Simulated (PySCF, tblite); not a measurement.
**C4H11BO4Si: geometry, infrared bands, NMR shifts and electronic excitations**

Wanted: the infrared bands, NMR shifts and electronic excitations of C4H11BO4Si (`COB(CC(=O)O[SiH3])OC`), by calculation.

Computed with tblite 0.8.0 and PySCF 2.14.0, with density-fitted response routines of our own, on a single molecule in the gas phase. Atoms count from 0, in the outputs and in this text.

## (1) The starting structure

21 atoms, charge 0, multiplicity 1; geometry from: force field or distance geometry start.

Bonds of the start (Å): C0–O1 1.39, O1–B2 1.49, B2–C3 1.59, C3–C4 1.48, C4–O5 1.27, C4–O6 1.39, O6–Si7 1.74, B2–O8 1.47, O8–C9 1.40, C0–H10 1.12, C0–H11 1.11, C0–H12 1.12, C3–H13 1.12, C3–H14 1.11, Si7–H15 1.47, Si7–H16 1.47, Si7–H17 1.46, C9–H18 1.11, C9–H19 1.11, C9–H20 1.12.

## (2) Relaxing the molecule with GFN2-xTB

What the job is given:

```
{"job": {"kind": "relax", "xc": "GFN2-xTB", "basis": "xTB"}, "charge": 0, "multiplicity": 1}
C     -2.904200     1.118300    -0.664000
O     -1.762600     0.358200    -0.913700
B     -1.148600    -0.018600     0.394500
C     -0.039400     0.919200     1.038600
C      1.150800     0.984900     0.156300
O      1.243300     1.929200    -0.686500
O      2.124900    -0.011900     0.212900
Si     3.532600    -0.050300    -0.816800
O     -1.576200    -1.256400     1.070000
C     -0.778000    -2.314200     0.618500
H     -3.681400     0.543200    -0.095100
H     -3.369100     1.384100    -1.638800
H     -2.675700     2.078200    -0.133500
H      0.268500     0.485600     2.024300
H     -0.457800     1.935600     1.221200
H      4.340600    -1.231600    -0.481200
H      3.095500    -0.129800    -2.221300
H      4.319900     1.160100    -0.618900
H     -1.106800    -3.242300     1.120800
H     -0.878200    -2.471800    -0.477600
H      0.292900    -2.152800     0.889600
```

On the command line:

```bash
> OMP_NUM_THREADS=1 python probes_run.py task.json out
```

The driver reads the jobs from task.json and runs them one after another.

Output:

```text
step      E/eV     max force
  0    -910.72949    4.604
  1    -911.15958    5.060
  2    -911.39614    1.104
  3    -911.47651    0.699
  4    -911.56642    0.613
  5    -911.60846    0.540
  6    -911.68330    0.451
  7    -911.72270    0.503
  8    -911.77262    0.449
  9    -911.81547    0.518
 10    -911.85821    0.488
 11    -911.89114    0.404
 12    -911.91888    0.360
 13    -911.94477    0.362
 14    -911.97244    0.428
 15    -912.00055    0.391
 16    -912.02569    0.391
 17    -912.04704    0.320
 18    -912.06497    0.307
 19    -912.08241    0.321
 20    -912.10218    0.326
 21    -912.12608    0.445
 22    -912.15681    0.578
 23    -912.19699    0.551
 24    -912.23573    0.584
 25    -912.27102    0.574
 26    -912.29604    0.610
 27    -912.33672    0.406
 28    -912.37700    0.512
 29    -912.42016    0.540
 30    -912.45092    0.474
 31    -912.47779    0.423
 32    -912.49734    0.697
 33    -912.52558    0.518
 34    -912.56031    0.343
 35    -912.59010    0.416
 36    -912.62083    0.460
 37    -912.65784    0.419
 38    -912.68896    0.329
 39    -912.71147    0.313
 40    -912.72932    0.288
 41    -912.74571    0.247
 42    -912.76095    0.283
 43    -912.77792    0.358
 44    -912.79741    0.469
 45    -912.81857    0.371
 46    -912.83374    0.231
 47    -912.84235    0.159
 48    -912.84740    0.154
 49    -912.85157    0.171
 50    -912.85555    0.177
 51    -912.85962    0.196
 52    -912.86345    0.154
 53    -912.86712    0.131
 54    -912.87083    0.134
 55    -912.87523    0.149
 56    -912.88014    0.141
 57    -912.88489    0.149
 58    -912.88847    0.119
 59    -912.89111    0.096
 60    -912.89314    0.100
 61    -912.89493    0.092
 62    -912.89631    0.076
 63    -912.89736    0.067
 64    -912.89817    0.065
 65    -912.89878    0.053
 66    -912.89924    0.050
 67    -912.89965    0.035
 68    -912.90001    0.035
 69    -912.90031    0.036
 70    -912.90057    0.038
 71    -912.90087    0.042
 72    -912.90134    0.044
 73    -912.90206    0.071
 74    -912.90300    0.083
 75    -912.90399    0.071
 76    -912.90488    0.061
 77    -912.90580    0.079
 78    -912.90699    0.087
 79    -912.90869    0.089
 80    -912.91093    0.092
 81    -912.91304    0.091
 82    -912.91458    0.088
 83    -912.91590    0.080
 84    -912.91703    0.071
 85    -912.91808    0.062
 86    -912.91916    0.076
 87    -912.92016    0.083
 88    -912.92099    0.065
 89    -912.92161    0.052
 90    -912.92213    0.071
 91    -912.92262    0.054
 92    -912.92331    0.050
 93    -912.92367    0.034
 94    -912.92393    0.029
 95    -912.92413    0.031
 96    -912.92437    0.044
 97    -912.92468    0.046
 98    -912.92504    0.037
 99    -912.92539    0.043
100    -912.92569    0.044
101    -912.92598    0.042
102    -912.92624    0.032
103    -912.92643    0.027
104    -912.92655    0.020
105    -912.92664    0.024
106    -912.92672    0.024
107    -912.92679    0.033
108    -912.92685    0.017
109    -912.92688    0.017
110    -912.92692    0.016
111    -912.92698    0.018
112    -912.92704    0.018
113    -912.92711    0.020
114    -912.92718    0.020
115    -912.92726    0.018
116    -912.92734    0.016
117    -912.92741    0.017
118    -912.92747    0.018
119    -912.92752    0.020
120    -912.92757    0.017
121    -912.92763    0.017
122    -912.92769    0.018
123    -912.92774    0.014
124    -912.92779    0.017
125    -912.92785    0.017
126    -912.92790    0.019
127    -912.92795    0.015
128    -912.92801    0.020
129    -912.92809    0.024
130    -912.92818    0.021
131    -912.92825    0.021
132    -912.92832    0.015
133    -912.92838    0.018
134    -912.92846    0.022
135    -912.92858    0.036
136    -912.92874    0.039
137    -912.92895    0.031
138    -912.92918    0.042
139    -912.92941    0.040
140    -912.92961    0.039
141    -912.92976    0.033
142    -912.92987    0.029
143    -912.92999    0.025
144    -912.93010    0.025
145    -912.93018    0.023
146    -912.93028    0.021
147    -912.93037    0.026
148    -912.93048    0.029
149    -912.93061    0.031
150    -912.93075    0.027
151    -912.93090    0.027
152    -912.93029    0.065
153    -912.93107    0.024
154    -912.93115    0.022
155    -912.93146    0.049
156    -912.93165    0.044
157    -912.93215    0.037
158    -912.93258    0.044
159    -912.93290    0.035
160    -912.93324    0.049
161    -912.93345    0.033
162    -912.93362    0.026
163    -912.93375    0.017
164    -912.93380    0.015
165    -912.93385    0.013
166    -912.93389    0.013
167    -912.93394    0.018
168    -912.93399    0.019
169    -912.93405    0.014
170    -912.93409    0.013
171    -912.93412    0.010
172    -912.93415    0.011
173    -912.93418    0.012
174    -912.93421    0.012
175    -912.93425    0.011
176    -912.93428    0.011
177    -912.93430    0.013
178    -912.93432    0.010
```

Wall time 2.7 s (1 thread of Arm Neoverse N1, shared host); peak memory 0.18 GiB.

Relaxation path: (not every step is listed)

```
step  energy from step 0 (eV)  largest force (eV/Å)
   0                   0.0000                4.6045
   1                  -0.4301                5.0603
   2                  -0.6666                1.1042
   3                  -0.7470                0.6989
   4                  -0.8369                0.6129
   5                  -0.8790                0.5397
   6                  -0.9538                0.4515
   7                  -0.9932                0.5032
   8                  -1.0431                0.4486
  24                  -1.5062                0.5836
  40                  -1.9998                0.2882
  56                  -2.1506                0.1411
  72                  -2.1718                0.0441
  88                  -2.1915                0.0653
 104                  -2.1971                0.0197
 120                  -2.1981                0.0171
 136                  -2.1992                0.0393
 152                  -2.2008                0.0646
 168                  -2.2045                0.0191
 173                  -2.2047                0.0124
 174                  -2.2047                0.0121
 175                  -2.2048                0.0106
 176                  -2.2048                0.0111
 177                  -2.2048                0.0125
 178                  -2.2048                0.0100
```

Distances of close pairs at the start and the end, largest changes first:

| bond | before (Å) | after (Å) | change (Å) |
| --- | --- | --- | --- |
| O1–B2 | 1.493 | 1.344 | -0.149 |
| B2–O8 | 1.474 | 1.352 | -0.122 |
| O6–Si7 | 1.745 | 1.662 | -0.082 |
| C4–O5 | 1.269 | 1.203 | -0.066 |
| C4–O6 | 1.395 | 1.336 | -0.059 |
| B2–C3 | 1.589 | 1.624 | +0.035 |
| C3–H13 | 1.120 | 1.089 | -0.031 |
| C0–H10 | 1.122 | 1.091 | -0.030 |

The end geometry stands in the next job.

## (3) Harmonic vibrations with GFN2-xTB

What the job is given:

```
{"job": {"kind": "ir", "xc": "GFN2-xTB", "basis": "xTB"}, "charge": 0, "multiplicity": 1}
C     -3.124492     0.978320    -0.769496
O     -1.960893     1.265543    -0.020748
B     -1.103681     0.320027     0.400557
C      0.172856     0.854303     1.250768
C      1.342440     1.000755     0.334314
O      1.718389     2.026307    -0.170254
O      1.962884    -0.153329     0.075336
Si     3.274343    -0.163416    -0.946181
O     -1.357862    -0.976012     0.113248
C     -0.587160    -2.079735     0.531284
H     -3.570725     0.033825    -0.453354
H     -2.874982     0.914260    -1.830666
H     -3.825180     1.798164    -0.609238
H      0.427512     0.149497     2.040806
H     -0.058857     1.828575     1.674311
H      3.526976    -1.599847    -0.906804
H      2.882496     0.316663    -2.264410
H      4.344236     0.631009    -0.356342
H     -0.779286    -2.292968     1.586528
H     -0.896927    -2.935836    -0.069337
H      0.478992    -1.899160     0.389207
```

Output:

```text
mode    cm-1     km/mol
  1      21.2      0.57
  2      25.5      0.63
  3      57.3      0.56
  4      63.0      0.68
  5      94.1      1.59
  6     102.7      5.79
  7     129.2      3.21
  8     154.3      1.18
  9     165.6      5.40
 10     178.5      7.50
 11     190.7      4.17
 12     210.3      1.82
 13     351.0      1.70
 14     382.8     11.41
 15     486.4     24.82
 16     529.1     19.57
 17     572.0     13.56
 18     610.2     61.24
 19     628.6     46.05
 20     672.3     32.15
 21     753.4    158.04
 22     758.3    126.30
 23     777.0    156.45
 24     787.9     19.79
 25     798.4    495.56
 26     855.6     34.85
 27     972.3     44.05
 28    1024.2     24.61
 29    1036.2    121.58
 30    1076.6     47.99
 31    1122.8     33.60
 32    1130.8      3.01
 33    1142.0     43.59
 34    1152.7      5.08
 35    1163.4    470.46
 36    1202.2     65.86
 37    1251.0    359.56
 38    1294.0    616.29
 39    1400.0     18.94
 40    1413.0     39.16
 41    1433.6     10.85
 42    1461.5      4.66
 43    1472.8      9.24
 44    1473.9      2.19
 45    1475.6      2.10
 46    1754.3    437.70
 47    2306.6    300.14
 48    2311.8    332.92
 49    2323.2    106.06
 50    2947.3     35.37
 51    2962.8     27.57
 52    2976.0     26.23
 53    2991.2      8.21
 54    2992.8     22.27
 55    2993.6     21.51
 56    3003.4     13.34
 57    3036.1     10.37
```

Run time: 1.6 s. Hardware: 1 thread of Arm Neoverse N1, shared host; peak memory 0.18 GiB.

The strongest bands and the atoms that carry them (share of the mass-weighted mode):

| cm⁻¹ | km/mol | atoms |
| --- | --- | --- |
| 753 | 158.0 | H15 54 %, H17 20 %, H16 15 % |
| 798 | 495.6 | H15 38 %, H17 24 %, H16 23 %, Si7 11 % |
| 1163 | 470.5 | C3 25 %, H13 23 %, C4 19 % |
| 1251 | 359.6 | C4 25 %, B2 24 %, O8 18 % |
| 1294 | 616.3 | B2 54 %, O1 19 % |
| 1754 | 437.7 | C4 62 %, O5 36 % |
| 2307 | 300.1 | H15 94 % |
| 2312 | 332.9 | H17 71 %, H16 24 % |

## (4) Optimising the geometry at PBE0-D3(BJ)/def2-SVP

What the job is given:

```
{"job": {"xc": "PBE0", "basis": "def2-SVP", "d3": "d3bj", "grid": 1, "shake": 0.01, "kind": "geom"}, "charge": 0, "multiplicity": 1}
C     -3.104080     0.952760    -0.765320
O     -1.966570     1.261020    -0.022900
B     -1.123880     0.317710     0.391900
C      0.206090     0.856560     1.247240
C      1.339630     0.994070     0.323760
O      1.714480     2.031130    -0.172640
O      1.972460    -0.155330     0.075580
Si     3.289800    -0.157960    -0.951230
O     -1.359690    -0.970610     0.132600
C     -0.589860    -2.082170     0.541310
H     -3.579590     0.030910    -0.444530
H     -2.869180     0.915180    -1.823960
H     -3.853460     1.808380    -0.618830
H      0.410830     0.152260     2.047810
H     -0.063300     1.817810     1.674570
H      3.526450    -1.585790    -0.899330
H      2.884430     0.327780    -2.266470
H      4.334980     0.636850    -0.350520
H     -0.781430    -2.300800     1.588820
H     -0.921870    -2.928930    -0.064420
H      0.462600    -1.898550     0.379570
```

Output:

```text
step   0  E = -773.31257331  max force = 0.036078
step   1  E = -773.32311925  max force = 0.005143
step   2  E = -773.32346953  max force = 0.002834
step   3  E = -773.32357447  max force = 0.002573
step   4  E = -773.32367917  max force = 0.000776
step   5  E = -773.32369712  max force = 0.000641
step   6  E = -773.32371747  max force = 0.000396
step   7  E = -773.32373360  max force = 0.000693
step   8  E = -773.32374296  max force = 0.000700
step   9  E = -773.32375128  max force = 0.000571
step  10  E = -773.32375603  max force = 0.000481
step  11  E = -773.32375884  max force = 0.000300
optimisation converged
```

Wall time 7.7 min (1 thread of Arm Neoverse N1, shared host); peak memory 1.1 GiB.

Relaxation path:

```
step  energy from step 0 (eV)  largest force component (eV/Å)
   0                   0.0000                          1.8552
   1                  -0.2870                          0.2645
   2                  -0.2965                          0.1457
   3                  -0.2994                          0.1323
   4                  -0.3022                          0.0399
   5                  -0.3027                          0.0330
   6                  -0.3032                          0.0204
   7                  -0.3037                          0.0356
   8                  -0.3039                          0.0360
   9                  -0.3042                          0.0294
  10                  -0.3043                          0.0247
  11                  -0.3044                          0.0154
```

Close pairs (by a distance rule), those that changed most:

```csv
bond,before (Å),after (Å),change (Å)
B2–C3,1.671,1.596,-0.074
O6–Si7,1.670,1.720,+0.050
C0–H12,1.147,1.100,-0.047
Si7–H17,1.444,1.486,+0.042
Si7–H15,1.448,1.488,+0.040
Si7–H16,1.459,1.486,+0.026
C3–C4,1.469,1.494,+0.025
B2–O8,1.335,1.357,+0.022
```

The final coordinates are the input of the step that follows.

| at the end point | value |
| --- | --- |
| point group (found at 0.08 Å tolerance) | C1 |
| rotational constants (GHz, main isotopes) | 1.691, 0.642, 0.554 |
| dipole moment (D) | 2.88 |

## (5) Nuclear shieldings: PBE0/pcSseg-1

What the job is given:

```
{"job": {"kind": "nmr", "xc": "PBE0", "basis": "pcSseg-1"}, "charge": 0, "multiplicity": 1}
C     -3.025141     0.904092    -0.858333
O     -1.909288     1.207916    -0.058856
B     -1.101063     0.251078     0.451803
C      0.148518     0.753679     1.308429
C      1.317195     0.998487     0.411014
O      1.730891     2.073556     0.055167
O      1.894742    -0.137470    -0.028343
Si     3.217037     0.071966    -1.108629
O     -1.390657    -1.052275     0.210359
C     -0.644785    -2.133078     0.708572
H     -3.450909    -0.080264    -0.611591
H     -2.744295     0.904074    -1.924255
H     -3.786400     1.682041    -0.702133
H      0.428208    -0.000451     2.058759
H     -0.108756     1.700303     1.798691
H      3.608569    -1.332792    -1.404847
H      2.778321     0.756319    -2.352553
H      4.334516     0.786173    -0.438370
H     -0.826491    -2.279642     1.787080
H     -0.968745    -3.043223     0.183939
H      0.434397    -1.993899     0.543220
```

Level: GIAO PBE0/pcSseg-1 NMR shielding, non-relativistic, gas phase.

Output:

```text
coarse grid: 18224 points
cycle   1  E = -773.3537414519  dE =  1.377e+00  |g| = 1.169e+00  |ddm| = 3.961e+00
cycle   2  E = -772.9271787982  dE =  4.266e-01  |g| = 1.931e+00  |ddm| = 2.009e+00
cycle   3  E = -773.5838850485  dE = -6.567e-01  |g| = 2.992e-01  |ddm| = 1.385e+00
cycle   4  E = -773.5992042941  dE = -1.532e-02  |g| = 1.089e-01  |ddm| = 2.568e-01
cycle   5  E = -773.6010866644  dE = -1.882e-03  |g| = 2.817e-02  |ddm| = 7.340e-02
cycle   6  E = -773.6012569761  dE = -1.703e-04  |g| = 5.571e-03  |ddm| = 2.372e-02
cycle   7  E = -773.6012628769  dE = -5.901e-06  |g| = 1.646e-03  |ddm| = 4.221e-03
final grid: 171896 points
cycle   8  E = -773.6982879893  dE = -3.626e-05  |g| = 1.596e-02  |ddm| = 3.137e-02
cycle   9  E = -773.6982177293  dE =  7.026e-05  |g| = 2.554e-02  |ddm| = 2.336e-02
cycle  10  E = -773.6983322494  dE = -1.145e-04  |g| = 2.915e-03  |ddm| = 1.516e-02
cycle  11  E = -773.6983338120  dE = -1.563e-06  |g| = 5.642e-04  |ddm| = 2.007e-03
cycle  12  E = -773.6983338652  dE = -5.322e-08  |g| = 1.645e-04  |ddm| = 4.567e-04
cycle  13  E = -773.6983338707  dE = -5.464e-09  |g| = 3.341e-05  |ddm| = 1.292e-04
cycle  14  E = -773.6983338709  dE = -2.042e-10  |g| = 1.171e-05  |ddm| = 3.398e-05
converged SCF energy = -773.6983338709

GIAO shielding tensors (ppm)
atom      isotropic    diamagn.    paramagn.     s11        s22        s33       span
  0 C      133.015     241.812    -108.797    103.319    113.908    181.818     78.499
  1 O      224.697     396.147    -171.450     93.061    248.294    332.736    239.675
  2 B       74.054     197.439    -123.384     64.672     71.671     85.819     21.146
  3 C      159.263     254.790     -95.526    137.544    150.796    189.450     51.906
  4 C        6.466     254.099    -247.633    -95.273     41.925     72.744    168.017
  5 O     -127.222     401.966    -529.189   -369.157   -240.574    228.064    597.220
  6 O      132.160     402.271    -270.111     -8.908    171.171    234.216    243.124
  7 Si     386.982     878.988    -492.006    349.593    358.101    453.252    103.659
  8 O      226.138     396.589    -170.451     58.988    274.566    344.860    285.872
  9 C      130.858     246.211    -115.354    105.688    106.289    180.596     74.909
 10 H       27.179      28.701      -1.522     22.537     26.728     32.271      9.735
 11 H       27.887      29.312      -1.425     23.779     25.756     34.126     10.347
 12 H       27.818      26.640       1.178     23.526     25.752     34.175     10.649
 13 H       29.087      32.452      -3.365     27.175     28.170     31.916      4.741
 14 H       29.395      31.408      -2.013     26.179     27.659     34.346      8.167
 15 H       26.819      28.906      -2.086     23.607     25.686     31.165      7.559
 16 H       26.426      29.383      -2.957     23.190     24.989     31.098      7.908
 17 H       26.402      27.539      -1.137     23.136     24.610     31.461      8.325
 18 H       27.726      29.398      -1.672     24.296     25.177     33.703      9.407
 19 H       27.551      29.018      -1.467     23.664     25.681     33.307      9.643
 20 H       26.753      32.217      -5.464     21.771     27.553     30.935      9.164
```

It took 2 min on 1 thread of Arm Neoverse N1, shared host; peak memory 1.2 GiB.

The references, computed at this level on geometries of the same kind, shield at (ppm): 1H TMS 31.27, 13C TMS 184.4, 29Si TMS 352.0, 17O H2O 334.6, 11B BF3·OEt2 100.7. Their shielding less the atom's gives the shift. The references are single molecules in the gas phase, so shifts against H2O, NH3, PH3, H3PO4 or CFCl3 are not on the usual liquid scales and can be off by tens of ppm. Atoms listed in one row are averaged.

```csv
atoms,environment,σ (ppm),δ (ppm),δ scaled to CDCl3
C4,carbonyl carbon,6.5,177.9,172.3
"C0, C9",methyl carbon bonded to O,131.9,52.5,50.4
C3,"sp3 CH2 bonded to B, α to a carbonyl",159.3,25.1,23.9
"H15, H16, H17",hydrogen on a silicon bonded to O,26.55,4.72,–
"H10, H11, H12, H18, H19, H20",hydrogen on a methyl carbon bonded to O,27.49,3.78,3.80
"H13, H14","hydrogen on an sp3 CH2 bonded to B, α to a carbonyl",29.24,2.03,2.14
O5,carbonyl oxygen,-127.2,461.8,–
O6,"oxygen bonded to C, Si",132.2,202.4,–
"O1, O8","oxygen bonded to C, B",225.4,109.1,–
B2,"boron bonded to C, 2 O",74.1,26.7,–
Si7,"silicon bonded to O, 3 H",387.0,-35.0,–
```

The scaled column applies a straight-line fit of computed shieldings to shifts measured in CDCl3 (root-mean-square error 0.21 ppm for H, 2.0 ppm for C).

The run also stored atomic charges by several schemes (e):

```csv
atoms,Mulliken,IAO,Hirshfeld,ESP fit
"C0, C9",-0.04,-0.20,-0.03,-0.14
"O1, O8",-0.50,-0.39,-0.17,-0.44
B2,0.67,0.50,0.25,0.89
C3,-0.40,-0.48,-0.15,-0.81
C4,0.41,0.54,0.22,0.84
O5,-0.41,-0.45,-0.25,-0.54
O6,-0.61,-0.59,-0.19,-0.43
Si7,0.68,0.81,0.38,0.50
```

Mayer bond orders: C0–O1 0.88, O1–B2 1.22, B2–C3 0.87, C3–C4 1.02, C4–O5 1.93, C4–O6 1.05, O6–Si7 0.80, B2–O8 1.17, O8–C9 0.89.

Orbitals, density, ELF and potential are computed afterwards from the orbital file.

Frontier orbitals at PBE0/pcSseg-1, with the share of their density that lies nearest to each atom:

| orbital | energy (eV) | lies on |
| --- | --- | --- |
| HOMO | -8.05 | O5 63 %; O6 10 %; C3 8 % |
| LUMO | -0.05 | C4 34 %; O5 20 %; B2 13 % |

ELF in a plane through or near 5 of the atoms.

Ten even steps from '0' (0.00) to '9' (1.00):
```
0000000000000000000000000000
0000000000000000000000000000
0000000000000000000000000000
0000000000000001100000000000
0000000000013136520000000000
0000000000089943620000000000
0000000000039951422000000000
0000000003303636787200000000
0000011027870016785001000000
0002564257471033430046200000
0008999248671031142155100000
0029999422343113877443100000
0019999401343003877479930000
0004884005752002783399970000
0000000004542000330189930000
0000000000110000000014100000
0000000000000000000000000000
0000000000000000000000000000
0000000000000000000000000000
0000000000000000000000000000
```
The map spans 13.9 Å across and 11.0 Å up, centred on the molecule. Atoms in the plane (x, y in Å): O1 (1.9, -1.2), O6 (-1.9, 0.1), C9 (0.7, 2.2), H17 (-4.3, -0.9), H20 (-0.4, 2.1).

log10 of the density (e/Å³) in the same plane.

Ten even steps from '0' (-4.0) to '9' (1.3):
```
0000000000000000000000000000
0000000000000001100000000000
0000000000001123221000000000
0000000000012344442100000000
0000000000234566653100000000
0000001111346778754200000000
0000122223457778765320000000
0001233345555667886431100000
0012344557765567886443210000
0123456668985567775554321000
0124566668876566776665421000
0135677666776556788765432000
0124566656665545788776532000
0123444456665434676677542000
0012233345554323444455431000
0000111223443201222333310000
0000000001211000000111100000
0000000000000000000000000000
0000000000000000000000000000
0000000000000000000000000000
```
The map spans 13.9 Å across and 11.0 Å up, centred on the molecule. Atoms in the plane (x, y in Å): O1 (1.9, -1.2), O6 (-1.9, 0.1), C9 (0.7, 2.2), H17 (-4.3, -0.9), H20 (-0.4, 2.1).

On the surface of density 0.002 e/bohr³ the electrostatic potential runs, from the 1st to the 99th percentile, from -1.71 V near O5 to 1.09 V near H17.

[end of part 1 of 2]
